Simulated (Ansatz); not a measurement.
# GeH3 (doublet): from Hartree-Fock to the top rungs, aug-cc-pVDZ

One table from this session's results is given with a row withheld; the runs are named, their logs left out.

Program: Ansatz 0.2.0, Gaussian basis. Level of theory: aug-cc-pVDZ, core rule «outside noble gas», up to 14 orbitals frozen. These are calculated values, not measurements.

Plan: UHF; CCSD(T) on ROHF; CCSD(T) on UHF; BCCD(T) on ROHF; CISD as a restricted active space (open shells left free, so some higher excitations enter); CCSDT(Q) on ROHF; CCSDT(Q) on UHF; CASSCF and MRCISD+Q, 7 electrons in 7 orbitals; CASSCF and NEVPT2, 7 electrons in 7 orbitals.

28 further runs of the same task are left out: 6 for a known fault of the program, 11 that didn't finish, 11 set aside as unsound or not needed. Runs told in other sessions of the task aren't counted.

## What is computed

The geometry is a PBE0/def2-TZVPD stationary point (not a proven minimum) of the parent state, kept for this charge and spin. No spin-orbit coupling is included. The filled d shell of Ge may be among the frozen orbitals whatever the setting's name suggests.

4 atoms, charge 0, spin multiplicity 2.

Atoms are counted from 1 here; the program's logs count them from 0.

Bond lengths: Ge1–H2 1.687 Å, Ge1–H3 1.687 Å, Ge1–H4 1.687 Å. Angles: H2–Ge1–H3 120.0°, H2–Ge1–H4 120.0°, H3–Ge1–H4 120.0°.

The first run:

Contents of in.yaml:

```yaml
crystal:
  periodic: [false, false, false]
  atoms:
    - {symbol: Ge, position_ang: [0.000000, 0.000000, 0.000000]}
    - {symbol: H, position_ang: [1.685905, 0.046488, -0.006500]}
    - {symbol: H, position_ang: [-0.883179, 1.436779, 0.011900]}
    - {symbol: H, position_ang: [-0.802727, -1.483267, -0.005400]}
basis:
  gaussian: {orbitals: aug-cc-pVDZ}
magnetization: {spin_polarized: true, initial_magnetization: 1}
hamiltonian: {xc: hf}
output: {orbitals: {seedname: orbitals}}
```

Run with:

```
ansatz run in.yaml --threads 1 --pin off --events-out ev --progress --plain --max-ram 2393MiB
```

Among the steps run: UHF; CCSD(T) on ROHF; CCSD(T) on UHF; BCCD(T) on ROHF; CISD as a restricted active space (open shells left free, so some higher excitations enter); CCSDT(Q) on ROHF; CCSDT(Q) on UHF; CASSCF and MRCISD+Q, 7 electrons in 7 orbitals; CASSCF and NEVPT2, 7 electrons in 7 orbitals.

One table of the session follows, with a row left open; its other results are not shown here.

It belongs to the step «Misses and costs». 

```
          method  from UCCSDT(Q) (meV)
            ROHF               +3765.1
             UHF               +3640.4
            RMP2                +919.2
            UMP2                +921.0
            CISD                +297.9
           RCCSD                +123.3
           UCCSD                +117.0
        RCCSD(T)                     ?
        UCCSD(T)                 +27.6
         BCCD(T)                 +30.5
          RCCSDT                  +7.1
          UCCSDT                  +3.3
       RCCSDT(Q)                  +3.8
       UCCSDT(Q)                     0
  CASSCF valence               +2125.4
  NEVPT2 valence                +639.6
  MRCISD valence                +107.7
MRCISD+Q valence                 +10.2
```

Estimate the missing values for RCCSD(T).

The run gave: from UCCSDT(Q) (meV): +31.0. In the column «from UCCSDT(Q) (meV)» it lies between BCCD(T) (+30.5) and MRCISD valence (+107.7).

To keep in mind: Restricted and unrestricted rows rest on different reference determinants; a gap between their highest levels can come from leftover correlation error, from unlike frozen cores or from another state.
